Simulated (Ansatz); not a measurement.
# Al6H: the cost of one run

Method: DFT PBE, scalar-relativistic, plane waves, PAW, in Ansatz 0.2.0.

23 further runs of the same task are left out: 23 set aside as unsound or not needed. Runs told in other sessions of the task aren't counted.

## 1. The structure to begin with

It takes space group Pmm2 (No. 25, orthorhombic). The conventional cell has a = 5.714 Å, b = 5.714 Å, c = 22.175 Å, α = 90.00°, β = 90.00°, γ = 90.00°. Al (site symmetry 1) has 8 Al at 2.86 to 2.90 Å in its first shell of neighbours. Al (site symmetry mm2) is surrounded by 12 Al at 2.86 to 2.91 Å and 2 H at 3.20 Å. Around Al (site symmetry mm2) lie 12 Al at 2.86 to 2.91 Å. Al (site symmetry 1) is surrounded by 1 H at 2.11 Å. Around H (site symmetry m) lie 1 H at 0.65 Å.

As a file:

```xyz
14
Lattice="5.7135 0.0000 0.0000 0.0000 5.7135 0.0000 0.0000 0.0000 22.1747" Properties=species:S:1:pos:R:3 pbc="T T T"
Al    1.4284    1.4284    4.0000
Al    1.4284    4.2851    4.0000
Al    4.2851    1.4284    4.0000
Al    4.2851    4.2851    4.0000
Al    0.0000    0.0000    6.0848
Al    0.0000    2.8568    6.0848
Al    2.8568    0.0000    6.0848
Al    2.8568    2.8568    6.0848
Al    1.4284    1.4284    8.1747
Al    1.4284    4.2851    8.1747
Al    4.2851    1.4284    8.1747
Al    4.2851    4.2851    8.1747
H     0.0000   -0.3250    9.2647
H     0.0000    0.3250    9.2647
```

This is the geometry of the first run shown, built on a cell relaxed beforehand with the same method.

## 2. What is varied

Atoms count from 1 in the order of the input.

H2 lies flat over one site of a rigid substrate while its bond length and height are varied.

First coordinate, distance H13-H14: 8 values from 0.650 to 2.650 Å. Second coordinate, height of the H2 axis above the plane of Al9: 9 values from 0.45 to 3.60 Å.

Nothing else is relaxed. Points are written as (first, second).

## 3. Point (0.650 Å, 1.09 Å)

A dipole layer in the vacuum cancels the field that periodic copies would set up if the slab's two faces differ.

input.yaml

```yaml
crystal:
  lattice:
    - [5.7135165837, 0.0, 0.0]
    - [0.0, 5.7135165837, 0.0]
    - [0.0, 0.0, 22.1746954375]
  atoms:
    - { symbol: Al, position: [0.25, 0.25, 0.1803857921] }
    - { symbol: Al, position: [0.25, 0.75, 0.1803857921] }
    - { symbol: Al, position: [0.75, 0.25, 0.1803857921] }
    - { symbol: Al, position: [0.75, 0.75, 0.1803857921] }
    - { symbol: Al, position: [0.0, 0.0, 0.2744050924] }
    - { symbol: Al, position: [0.0, 0.5, 0.2744050924] }
    - { symbol: Al, position: [0.5, 0.0, 0.2744050924] }
    - { symbol: Al, position: [0.5, 0.5, 0.2744050924] }
    - { symbol: Al, position: [0.25, 0.25, 0.3686497278] }
    - { symbol: Al, position: [0.25, 0.75, 0.3686497278] }
    - { symbol: Al, position: [0.75, 0.25, 0.3686497278] }
    - { symbol: Al, position: [0.75, 0.75, 0.3686497278] }
    - { symbol: H, position: [0.0, -0.0568826563, 0.4178048562] }
    - { symbol: H, position: [0.0, 0.0568826563, 0.4178048562] }
basis:
  ecutwfc: 420
kpoints:
  mp_grid: { grid: [5, 5, 1] }
hamiltonian:
  xc: pbe
  pseudopotentials: { kind: paw, azcp: { folder: soft_1 } }
scf:
  occupations: { method: gaussian, width: 0.1 }
output:
  forces: true
  eigenvalues: true
efield:
  axis: 3
  dipole_correction: true
  ramp_width: 0.04
```

Launch:

```console
> ansatz run input.yaml --threads 1 --pin off --max-ram 3072MiB --backend cpu --events-out ev --progress --plain --runs-dir out
```

What time and memory should one allow on 1 thread of Arm Neoverse V2, shared host?

About 22 s, with a peak of 0.64 GiB.
